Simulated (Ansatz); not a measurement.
# CH2AlNO: up Jacob's ladder to CCSD(T)

One table from this session's results is given with a row withheld; the runs are named, their logs left out.

Computed with Ansatz 0.2.0, Gaussian basis. Level: functionals in def2-TZVPP, the program's frozen cores in correlated methods.

Plan: LDA (SPW92), PBE-D4, revPBE-D4, BLYP-D4, r2SCAN-D4, B97M-V, PBE0-D4, B3LYP-D4, r2SCANh-D4, r2SCAN0-D4, HSE06-D4, BHLYP-D4, CAM-B3LYP-D4, LC-ωPBE, ωB97X-V, ωB97M-V, B2PLYP, PBE-QIDH; CCSD(T)/def2-SVP; CCSD(T)/def2-TZVPP; CCSD(T)/def2-QZVPP; extrapolation to the limit; RPA on PBE.

## The relaxed structure

An earlier PBE0-D4 in a triple-zeta def2 set relaxation fixed the geometry.

SMILES `O=C=[N][AlH2]`, 6 atoms, charge 0, spin multiplicity 1.

Atoms are counted from 1 here; the program's logs count them from 0.

Bond lengths: O1–C2 1.166 Å, C2–N3 1.196 Å, N3–Al4 1.770 Å, Al4–H5 1.575 Å, Al4–H6 1.575 Å. Angles: O1–C2–N3 180.0°, C2–N3–Al4 179.7°, N3–Al4–H5 117.5°, N3–Al4–H6 117.5°, H5–Al4–H6 125.0°.

Set-up of the first run:

in.yaml reads:

```yaml
crystal:
  periodic: [false, false, false]
  atoms:
    - {symbol: O, position_ang: [1.702251, -2.146667, 0.966292]}
    - {symbol: C, position_ang: [1.019684, -1.287664, 0.572523]}
    - {symbol: N, position_ang: [0.319596, -0.406854, 0.168291]}
    - {symbol: Al, position_ang: [-0.716086, 0.900750, -0.422488]}
    - {symbol: H, position_ang: [-1.263762, 0.785836, -1.894827]}
    - {symbol: H, position_ang: [-1.019683, 2.090499, 0.564109]}
basis:
  gaussian: {orbitals: def2-TZVPP}
hamiltonian: {xc: lda}
output: {orbitals: {seedname: orbitals}}
```

Started as:

```console
> ansatz run in.yaml --threads 2 --pin off --events-out ev --progress --plain --max-ram 22528MiB --backend cpu
```

Among the steps run: LDA; PBE-D4 (GGA); revPBE-D4 (GGA); BLYP-D4 (GGA); r2SCAN-D4 (meta-GGA); B97M-V (meta-GGA); PBE0-D4 (hybrid); B3LYP-D4 (hybrid); r2SCANh-D4 (hybrid); r2SCAN0-D4 (hybrid); HSE06-D4 (hybrid); BHLYP-D4 (hybrid); CAM-B3LYP-D4 (range-separated); LC-ωPBE (range-separated); ωB97X-V (range-separated); ωB97M-V (range-separated); B2PLYP (double hybrid); PBE-QIDH (double hybrid).

One of the session's tables, all rows but one given; the rest of the session is left out.

It belongs to the step «Frontier levels by functional». 

| functional | HOMO (eV) | LUMO (eV) | gap (eV) |
| --- | --- | --- | --- |
| LDA (SPW92) | -7.16 | -2.75 | 4.40 |
| PBE-D4 | -7.02 | -2.49 | 4.53 |
| revPBE-D4 | -6.97 | -2.38 | 4.59 |
| BLYP-D4 | ? | ? | ? |
| r2SCAN-D4 | -7.33 | -2.15 | 5.18 |
| B97M-V | -7.39 | -2.38 | 5.02 |
| PBE0-D4 | -8.35 | -1.73 | 6.62 |
| B3LYP-D4 | -8.14 | -1.95 | 6.18 |
| r2SCANh-D4 | -7.82 | -1.89 | 5.93 |
| r2SCAN0-D4 | -8.56 | -1.52 | 7.04 |
| HSE06-D4 | -7.95 | -2.09 | 5.85 |
| BHLYP-D4 | -9.60 | -0.98 | 8.63 |
| CAM-B3LYP-D4 | -9.72 | -0.83 | 8.89 |
| LC-ωPBE | -11.04 | 0.29 | 11.33 |
| ωB97X-V | -10.69 | 0.18 | 10.87 |
| ωB97M-V | -10.54 | -0.09 | 10.45 |

Q: Estimate the row for BLYP-D4 from the others.

Worked estimate for «HOMO (eV)». Against the share of exact exchange, B3LYP-D4 (0.2, -8.14), BHLYP-D4 (0.5, -9.60) give a slope of -4.87 per unit share; at 0 the line stands at -7.17.

As computed: HOMO (eV): -6.91; LUMO (eV): -2.39; gap (eV): 4.52. In «HOMO (eV)» the line misses by -0.26.
